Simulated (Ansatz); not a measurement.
# TaCo: the cost of one run

All numbers are computed with the Python package of Ansatz 0.2.0. Level of theory: DFT PBEsol, all-electron LAPW.

### 1 Starting point

Symmetry: Pm-3m, No. 221, cubic system. Conventional cell: a = 3.068 Å, b = 3.068 Å, c = 3.068 Å, α = 90.00°, β = 90.00°, γ = 90.00°. Around Ta (site symmetry m-3m) lie 8 Co at 2.66 Å. Co (site symmetry m-3m) has 8 Ta at 2.66 Å in its first shell of neighbours.

The script holds or builds the structure itself.

### 2 Script

The input, taco.py:

```python
"""E(V) of TaCo on LAPW."""

import warnings

import ansatz as az
from ase.eos import EquationOfState
from ase.units import GPa
import numpy as np

VECTORS = np.array([
    [3.068399, 0.0, 0.0],
    [0.0, 3.068399, 0.0],
    [0.0, 0.0, 3.068399],
])
SITES = [
    ("Ta", (0.0, 0.0, 0.0), 0.0),
    ("Co", (0.5, 0.5, 0.5), 1.8),
]


def on_lattice(cell):
    crystal = az.Crystal(lattice=az.Lattice.of(cell))
    for symbol, position, moment in SITES:
        crystal = crystal.atom(symbol, position, moment=moment or None)
    return crystal

warnings.simplefilter("ignore", az.DeckWarning)

volumes, energies = [], []
for scale in np.linspace(0.94, 1.06, 7):
    cell = VECTORS * scale ** (1 / 3)
    model = (
        on_lattice(cell).calculation()
        .spin("collinear")
        .functional("pbesol")
        .occupations(az.OccupationsMethod.FERMI_DIRAC, width=0.1)
        .kpoints(9, 9, 9)
        .pseudopotentials("all_electron", lapw=True, basis_error=0.001)
    )
    r = model.run(threads=1, pin="off").report
    volumes.append(abs(np.linalg.det(cell)) / len(SITES))
    energies.append(r["free_energy_ev"] / len(SITES))
    print(f"{scale:.3f} {volumes[-1]:9.4f} A^3/atom {energies[-1]:16.5f} eV/atom  (estimated basis error {1000 * r['lapw_basis_errors']['total_ev_per_atom']:.2f} meV/atom)")
v0, e0, bulk = EquationOfState(volumes, energies, eos="birchmurnaghan").fit()
print(f"V0 = {v0:.4f} A^3/atom, B0 = {bulk / GPa:.1f} GPa")
```

### 3 The input behind the calls

The engine receives this input (first run):

```yaml
crystal:
  lattice:
    - [3.00576103639672, 0.0, 0.0]
    - [0.0, 3.00576103639672, 0.0]
    - [0.0, 0.0, 3.00576103639672]
  atoms:
    - { symbol: Ta, position: [0.0, 0.0, 0.0] }
    - { symbol: Co, position: [0.5, 0.5, 0.5], spin: 1.8 }
kpoints:
  mp_grid:
    grid: [9, 9, 9]
hamiltonian:
  xc: pbesol
  pseudopotentials:
    kind: all_electron
    lapw:
      basis_error: 0.001
magnetization:
  spin_polarized: true
scf:
  occupations:
    method: fermi_dirac
    width: 0.1
```

### 4 Running it

The run is started by

```bash
python taco.py
```

**Question.** How long does this script take on 1 thread of Arm Neoverse V2, shared host, and how much memory does it need?

About 5.2 min, with a peak of 0.57 GiB.
